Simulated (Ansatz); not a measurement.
# InSi2H7 (SMILES [SiH3][SiH2][InH2]) at 4 levels

Wanted: a comparison of 4 runs (HF/def2-SVP, BLYP/def2-SVP, PBE-QIDH/def2-SVP, CCSD/def2-SVP) of InSi2H7. 

Program for the calculation: Ansatz 0.2.0.

54 further runs of the same task are left out: 54 set aside as unsound or not needed.

## Step 1: The structure to begin with

The species is InSi2H7 (10 atoms), meant as a singlet with charge 0. SMILES: `[SiH3][SiH2][InH2]`. The In3–H9 distance was set to 2.246 Å, away from the relaxed value.

Bond lengths: Si1–Si2 2.339 Å, Si2–In3 2.571 Å, Si1–H4 1.488 Å, Si1–H5 1.489 Å, Si1–H6 1.489 Å, Si2–H7 1.491 Å, Si2–H8 1.492 Å, In3–H10 1.728 Å. Some angles: Si1–Si2–In3 110.2°, Si1–Si2–H7 108.2°, Si1–Si2–H8 107.8°, In3–Si2–H7 111.9°, In3–Si2–H8 111.1°, Si2–Si1–H4 112.1°, Si2–Si1–H5 109.8°, Si2–Si1–H6 109.8°, Si2–In3–H10 120.2°, H7–Si2–H8 107.6°.

## Step 2: A single-point energy at HF/def2-SVP (core potential) (run 1)

Contents of molecule.yaml:

```yaml
crystal:
  periodic: [false, false, false]
  atoms:
    - symbol: Si
      position_ang: [-1.413881, 0.761759, -1.337825]
    - symbol: Si
      position_ang: [0.060119, -0.953241, -0.738625]
    - symbol: In
      position_ang: [1.921819, -0.033241, 0.776875]
    - symbol: H
      position_ang: [-2.504081, 0.278159, -2.227725]
    - symbol: H
      position_ang: [-0.670681, 1.841559, -2.043725]
    - symbol: H
      position_ang: [-2.028681, 1.349959, -0.115725]
    - symbol: H
      position_ang: [-0.724281, -2.027441, -0.064425]
    - symbol: H
      position_ang: [0.625719, -1.528441, -1.993525]
    - symbol: H
      position_ang: [1.761400, -0.160900, 3.013900]
    - symbol: H
      position_ang: [3.305819, 0.736959, 0.084875]
basis:
  gaussian:
    orbitals: def2-SVP
hamiltonian:
  xc: hf
accuracy: high
output: {orbitals: {seedname: orbitals}}
```

The run is started by

```bash
ansatz run molecule.yaml --threads 1 --pin off --max-ram 3480MiB --events-out events.jsonl --progress --plain --runs-dir runs
```

The program printed:

```text
Warning: RAYON_NUM_THREADS=1 ignored (pool sized by the plan → 1); use --threads N
Functional definition: HF
  name "HF"
  exchange = exact_x
  correlation = 0
2232 factors; integrals over basis functions are off by at most 8.0e-9 eV
mean field evaluation 1: about -20975.6947 eV, gradient 1.5e1 eV
mean field evaluation 2: about -20975.7487 eV, gradient 1.5e1 eV
mean field evaluation 4: about -20977.1699 eV, gradient 1.6e0 eV
mean field evaluation 8: about -20977.1812 eV, gradient 4.6e-4 eV
mean field -20977.18119437 eV, -770.8971900490 hartree, gradient 5.6e-8 eV, S^2 0.000000; 0 other end points of the search recorded, 0 dependent functions left out
reference -20977.18119437 eV, -770.8971900490 hartree; 28, 28 occupied and 69, 69 virtual orbitals, 2232 factors
Total energy: -20977.18119437 eV, -770.8971900490 hartree
```

Run time: 3.6 s. Hardware: 1 thread of Arm Neoverse V1, shared host; peak memory 0.3 GiB.

## Step 3: The energy at BLYP/def2-SVP (core potential) (run 2)

Contents of input.yaml:

```yaml
crystal:
  periodic: [false, false, false]
  atoms:
    - {symbol: Si, position_ang: [-1.413881, 0.761759, -1.337825]}
    - {symbol: Si, position_ang: [0.060119, -0.953241, -0.738625]}
    - {symbol: In, position_ang: [1.921819, -0.033241, 0.776875]}
    - {symbol: H, position_ang: [-2.504081, 0.278159, -2.227725]}
    - {symbol: H, position_ang: [-0.670681, 1.841559, -2.043725]}
    - {symbol: H, position_ang: [-2.028681, 1.349959, -0.115725]}
    - {symbol: H, position_ang: [-0.724281, -2.027441, -0.064425]}
    - {symbol: H, position_ang: [0.625719, -1.528441, -1.993525]}
    - {symbol: H, position_ang: [1.761400, -0.160900, 3.013900]}
    - {symbol: H, position_ang: [3.305819, 0.736959, 0.084875]}
basis:
  gaussian:
    orbitals: def2-SVP
hamiltonian:
  xc: {name: BLYP}
accuracy: high
output: {orbitals: {seedname: orbitals}}
```

The run is started by

```bash
ansatz run input.yaml --threads 1 --pin off --max-ram 3480MiB --events-out events.jsonl --progress --plain --runs-dir runs
```

The program printed:

```text
Warning: RAYON_NUM_THREADS=1 ignored (pool sized by the plan → 1); use --threads N
Functional definition: BLYP
  name "BLYP"
  parameter beta = 0.0042
  parameter a = 0.04918
  parameter b = 0.132
  parameter c = 0.2533
  parameter d = 0.349
  exchange = b88_x(beta = beta)
  correlation = lyp_c(a = a, b = b, c = c, d = d)
2232 factors; integrals over basis functions are off by at most 8.0e-9 eV
mean field evaluation 1: about -21031.9754 eV, gradient 2.3e1 eV
mean field evaluation 2: about -21031.4069 eV, gradient 2.5e1 eV
mean field evaluation 4: about -21034.3302 eV, gradient 2.0e0 eV
mean field evaluation 8: about -21034.3395 eV, gradient 5.2e-2 eV
mean field evaluation 16: about -21034.3395 eV, gradient 4.4e-6 eV
mean field -21034.33946509 eV, -772.9977177547 hartree, gradient 9.9e-8 eV, S^2 0.000000; 0 other end points of the search recorded, 0 dependent functions left out
reference -21034.33953509 eV, -772.9977203271 hartree; 28, 28 occupied and 69, 69 virtual orbitals, 2232 factors
Total energy: -21034.33953509 eV, -772.9977203271 hartree
```

Wall time 8.7 s (1 thread of Arm Neoverse V1, shared host); peak memory 0.28 GiB.

Run 3 isn't shown in full; the table further down has it.

## Step 4: A single-point energy at CCSD/def2-SVP (core potential) (run 4)

Changes to input.yaml since step 3:

```diff
@@ -16,5 +16,7 @@
     orbitals: def2-SVP
-hamiltonian:
-  xc: {name: BLYP}
+correlation:
+  method: ccsd
+  frozen_orbitals: {H: 0, In: 4, Si: 5}
 accuracy: high
-output: {orbitals: {seedname: orbitals}}
+scf:
+  omitted_lower_state_checks: [cluster_reference, increment]
```

The run is started by

```bash
ansatz run input.yaml --threads 1 --pin off --max-ram 3480MiB --events-out events.jsonl --progress --plain --runs-dir runs
```

The program printed, shortened:

```text
Warning: RAYON_NUM_THREADS=1 ignored (pool sized by the plan → 1); use --threads N
Functional definition: HF
  name "HF"
[...]
2232 factors; integrals over basis functions are off by at most 8.0e-9 eV
[...]
mean field -20977.18119437 eV, -770.8971900490 hartree, gradient 5.6e-8 eV, S^2 0.000000; 0 other end points of the search recorded, 0 dependent functions left out
14 core orbitals not correlated: weight in the atoms' cores, before any rotation towards them, 1.000 or more for the frozen orbitals, at most 0.000 for the correlated occupied ones
reference -20977.18119437 eV, -770.8971900490 hartree; 14, 14 occupied and 69, 69 virtual orbitals, 2232 factors
second order -8.08590345 eV of doubles, -0.00000000 eV of singles
cycle   1  -9.33239223 eV  change    -1.2e0 eV  update   9.7e-2
[...]
cycle  23  -9.88417070 eV  change   1.5e-10 eV  update   1.2e-9
Total energy: -20987.06536506 eV, -771.2604266223 hartree
Checks for a lower state left out: cluster_reference, increment
```

It took 22 s on 1 thread of Arm Neoverse V1, shared host; peak memory 0.61 GiB.

## Step 5: The series

```csv
run,level,frozen core orbitals,energy (Eh),HOMO energy (eV),LUMO energy (eV),HOMO–LUMO gap (eV),wall time
1,HF/def2-SVP (core potential),–,-770.897190,-9.38,0.23,9.61,3.6 s
2,BLYP/def2-SVP (core potential),–,-772.997720,-5.94,-2.88,3.06,8.7 s
3,PBE-QIDH/def2-SVP (core potential),14,-772.348420,-8.66,-0.91,7.75,16 s
4,CCSD/def2-SVP (core potential),14,-771.260427,–,–,–,22 s
```

## Step 6: Results

| quantity | value |
| --- | --- |
| run 4: total energy | -771.26043 Eh |
| run 4: correlation energy (14 core orbitals frozen) | -363.2 mEh |
| run 4: T1 diagnostic | 0.013 |

**Reading.** Over runs 1, 2, 3 the HOMO–LUMO gap runs from 3.06 eV (BLYP/def2-SVP) to 9.61 eV (HF/def2-SVP). Exact exchange widens orbital gaps. Totals of different functionals can't be ranked against each other. All runs together took 50 s, the longest 22 s.
